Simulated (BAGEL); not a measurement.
# PBE0/6-31G(d) (density fitting with qzvpp-jkfit, spherical functions) run of C2H5FSi (SMILES CC[Si]F)

What is the energy change on altering one bond length of C2H5FSi at PBE0/6-31G* (density fitting with qzvpp-jkfit, spherical functions)? 

The results are computed with BAGEL 1.2.2.

## (1) The molecule

The species is C2H5FSi (9 atoms), meant as a singlet with charge 0. SMILES: `CC[Si]F`. Geometry: relaxed at PBE0-D4/def2-TZVP. This is one conformer, not always the lowest.

Bond lengths: C1–C2 1.523 Å, C2–Si3 1.891 Å, Si3–F4 1.621 Å, C1–H5 1.091 Å, C1–H6 1.093 Å, C1–H7 1.093 Å, C2–H8 1.106 Å, C2–H9 1.099 Å. Some angles: C1–C2–Si3 119.6°, C2–Si3–F4 100.1°, C1–C2–H8 110.7°, C1–C2–H9 112.0°, Si3–C2–H8 102.3°, Si3–C2–H9 107.2°, C2–C1–H5 111.2°, C2–C1–H6 111.9°, C2–C1–H7 111.2°, H8–C2–H9 103.6°.

## (2) A single-point energy at PBE0/6-31G(d) (density fitting with qzvpp-jkfit, spherical functions)

File dft.json:

```json
{ "bagel": [

{
  "title": "molecule",
  "basis": "6-31gs.json",
  "df_basis": "qzvpp-jkfit",
  "angstrom": true,
  "geometry": [
    { "atom": "C", "xyz": [      -0.384800,       0.808200,      -0.298200 ] },
    { "atom": "C", "xyz": [       0.090700,      -0.249100,       0.690200 ] },
    { "atom": "Si", "xyz": [       1.193500,      -1.662100,       0.086400 ] },
    { "atom": "F", "xyz": [       0.886100,      -1.602100,      -1.503600 ] },
    { "atom": "H", "xyz": [      -0.878900,       0.351500,      -1.157400 ] },
    { "atom": "H", "xyz": [      -1.087300,       1.508200,       0.161100 ] },
    { "atom": "H", "xyz": [       0.453300,       1.392500,      -0.685300 ] },
    { "atom": "H", "xyz": [      -0.769100,      -0.791300,       1.126000 ] },
    { "atom": "H", "xyz": [       0.585000,       0.197700,       1.563800 ] }
  ]
},

{
  "title": "ks",
  "xc_func": "pbe0"
},

{
  "title": "print",
  "file": "orbitals.molden",
  "orbitals": true
}

]}
```

The basis set 6-31G* is read from a file made from the Basis Set Exchange's data (not shown).

On the command line:

```sh
$ BAGEL_NUM_THREADS=1 BAGEL dft.json > dft.out
```

The log of the run:

```text
* using 1 threads per process

  ===============================================================
  ===============================================================

  *** Geometry ***

  { "atom" : "C", "xyz" : [     -0.727167,      1.527277,     -0.563516 ] },
  { "atom" : "C", "xyz" : [      0.171398,     -0.470731,      1.304289 ] },
  { "atom" : "Si", "xyz" : [      2.255388,     -3.140914,      0.163272 ] },
  { "atom" : "F", "xyz" : [      1.674486,     -3.027530,     -2.841392 ] },
  { "atom" : "H", "xyz" : [     -1.660880,      0.664239,     -2.187169 ] },
  { "atom" : "H", "xyz" : [     -2.054699,      2.850085,      0.304435 ] },
  { "atom" : "H", "xyz" : [      0.856613,      2.631444,     -1.295029 ] },
  { "atom" : "H", "xyz" : [     -1.453388,     -1.495340,      2.127832 ] },
  { "atom" : "H", "xyz" : [      1.105490,      0.373599,      2.955154 ] },

  Number of auxiliary basis functions:      445

  Since a DF basis is specified, we compute 2- and 3-index integrals:
    o Being stored without compression. Storage requirement is 0.017 GB

  Number of basis functions:       70
  Number of electrons      :       40

    * METHOD: MOLECULE                             0.20

  *** Kohn-Sham DFT ***

    * Removing 16644 points whose weight is below 1.00e-10
    * Grid points: 117510

  === Nuclear Repulsion ===
   156.5007983419

       - DIIS with orbital gradients will be used.

  === KS iteration (pbe0 / 6-31gs.json) ===
      0       -436.90448102          0.14654166           0.33
      1       -400.39635851          0.17942986           0.32
      2       -397.46464929          0.22467633           0.31
      3       -448.80480774          0.13053093           0.31
      4       -465.78394228          0.07514276           0.31
      5       -467.84353483          0.02991080           0.31
      6       -468.15974637          0.01334166           0.31
      7       -468.21964708          0.00477580           0.31
      8       -468.22463183          0.00294620           0.30
      9       -468.22750656          0.00085413           0.30
     10       -468.22775848          0.00015195           0.31
     11       -468.22776803          0.00003290           0.31
     12       -468.22776845          0.00001090           0.31
     13       -468.22776848          0.00000367           0.31
     14       -468.22776848          0.00000167           0.31
     15       -468.22776848          0.00000052           0.30
     16       -468.22776849          0.00000015           0.31
     17       -468.22776849          0.00000009           0.31
     18       -468.22776849          0.00000001           0.30
     19       -468.22776849          0.00000001           0.30
    * SCF iteration converged.

    * Permanent dipole moment:
           (    0.261575,    -0.383693,    -0.391682) a.u.

    * METHOD: KS                                   6.78

    * METHOD: PRINT                                0.01

  ===============================================================
```

It took 7.2 s on 1 thread of Arm Neoverse V1, shared host; peak memory 0.4 GiB.

## (3) The distorted shape, same level

File input.json:

```json
{ "bagel" : [

{
  "title" : "molecule",
  "basis" : "6-31gs.json",
  "df_basis" : "qzvpp-jkfit",
  "angstrom" : true,
  "geometry" : [
    { "atom" : "C", "xyz" : [       0.303011,       1.241942,      -0.646825 ] },
    { "atom" : "C", "xyz" : [       0.778511,       0.184642,       0.341575 ] },
    { "atom" : "Si", "xyz" : [       1.881311,      -1.228358,      -0.262225 ] },
    { "atom" : "F", "xyz" : [       1.573911,      -1.168358,      -1.852225 ] },
    { "atom" : "H", "xyz" : [      -0.191089,       0.785242,      -1.506025 ] },
    { "atom" : "H", "xyz" : [      -0.399489,       1.941942,      -0.187525 ] },
    { "atom" : "H", "xyz" : [       1.141111,       1.826242,      -1.033925 ] },
    { "atom" : "H", "xyz" : [      -0.769100,      -0.791300,       1.126000 ] },
    { "atom" : "H", "xyz" : [       1.272811,       0.631442,       1.215175 ] }
  ]
},

{
  "title" : "ks",
  "xc_func" : "pbe0"
},

{
  "title" : "print",
  "file" : "orbitals.molden",
  "orbitals" : true
}

]}
```

The basis set 6-31G* is read from a file made from the Basis Set Exchange's data (not shown).

On the command line:

```sh
$ BAGEL_NUM_THREADS=1 BAGEL input.json > input.out
```

The log of the run:

```text
* using 1 threads per process

  ===============================================================
  ===============================================================

  *** Geometry ***

  { "atom" : "C", "xyz" : [      0.572608,      2.346930,     -1.222322 ] },
  { "atom" : "C", "xyz" : [      1.471173,      0.348923,      0.645483 ] },
  { "atom" : "Si", "xyz" : [      3.555163,     -2.321260,     -0.495533 ] },
  { "atom" : "F", "xyz" : [      2.974261,     -2.207877,     -3.500198 ] },
  { "atom" : "H", "xyz" : [     -0.361106,      1.483892,     -2.845975 ] },
  { "atom" : "H", "xyz" : [     -0.754925,      3.669739,     -0.354371 ] },
  { "atom" : "H", "xyz" : [      2.156387,      3.451097,     -1.953835 ] },
  { "atom" : "H", "xyz" : [     -1.453388,     -1.495340,      2.127832 ] },
  { "atom" : "H", "xyz" : [      2.405264,      1.193252,      2.296348 ] },

  Number of auxiliary basis functions:      445

  Since a DF basis is specified, we compute 2- and 3-index integrals:
    o Being stored without compression. Storage requirement is 0.017 GB

  Number of basis functions:       70
  Number of electrons      :       40

    * METHOD: MOLECULE                             0.20

  *** Kohn-Sham DFT ***

    * Removing 15799 points whose weight is below 1.00e-10
    * Grid points: 118355

  === Nuclear Repulsion ===
   153.7684679574

       - DIIS with orbital gradients will be used.

  === KS iteration (pbe0 / 6-31gs.json) ===
      0       -437.26418962          0.14170056           0.31
      1       -408.21542011          0.15443871           0.30
      2       -392.64861211          0.23645083           0.30
      3       -446.63949778          0.13315548           0.30
      4       -465.78624149          0.06428097           0.31
      5       -467.65080676          0.03052084           0.31
      6       -467.79936925          0.02674025           0.31
      7       -468.10728003          0.00354003           0.30
      8       -468.11015028          0.00238809           0.30
      9       -468.11211712          0.00052235           0.30
     10       -468.11222031          0.00011266           0.31
     11       -468.11222644          0.00001692           0.31
     12       -468.11222659          0.00000653           0.31
     13       -468.11222662          0.00000229           0.32
     14       -468.11222662          0.00000079           0.32
     15       -468.11222662          0.00000042           0.31
     16       -468.11222662          0.00000031           0.31
     17       -468.11222662          0.00000011           0.31
     18       -468.11222662          0.00000006           0.31
     19       -468.11222662          0.00000002           0.30
     20       -468.11222662          0.00000001           0.30
    * SCF iteration converged.

    * Permanent dipole moment:
           (    0.057450,    -0.649233,    -0.196002) a.u.

    * METHOD: KS                                   7.04

    * METHOD: PRINT                                0.01

  ===============================================================
```

It took 7.5 s on 1 thread of Arm Neoverse V1, shared host; peak memory 0.4 GiB.

## (4) Summary of results

At PBE0/6-31G* (density fitting with qzvpp-jkfit, spherical functions):

| quantity | value |
| --- | --- |
| first shape: total energy | -468.22777 Eh |
| first shape: dipole moment | 1.54 D |
| first shape: HOMO energy | -6.29 eV |
| first shape: LUMO energy | -1.84 eV |
| first shape: HOMO–LUMO gap | 4.45 eV |
| distorted shape: total energy | -468.11223 Eh |
| distorted shape: dipole moment | 1.73 D |
| distorted shape: HOMO energy | -6.50 eV |
| distorted shape: LUMO energy | -2.53 eV |
| distorted shape: HOMO–LUMO gap | 3.96 eV |
| energy change with the C2–H8 bond stretched from 1.106 to 1.991 Å | 3.144 eV |

What this shows: One bond (distorted shape) is far stretched, which a spin-restricted single reference describes badly; a broken-symmetry solution may lie lower. With the C2–H8 bond stretched from 1.106 to 1.991 Å the energy rises by 3.14 eV (73 kcal/mol). The first shape isn't relaxed at this level, so the change isn't measured from a minimum. A restricted reference can't describe the breaking bond well at this length.
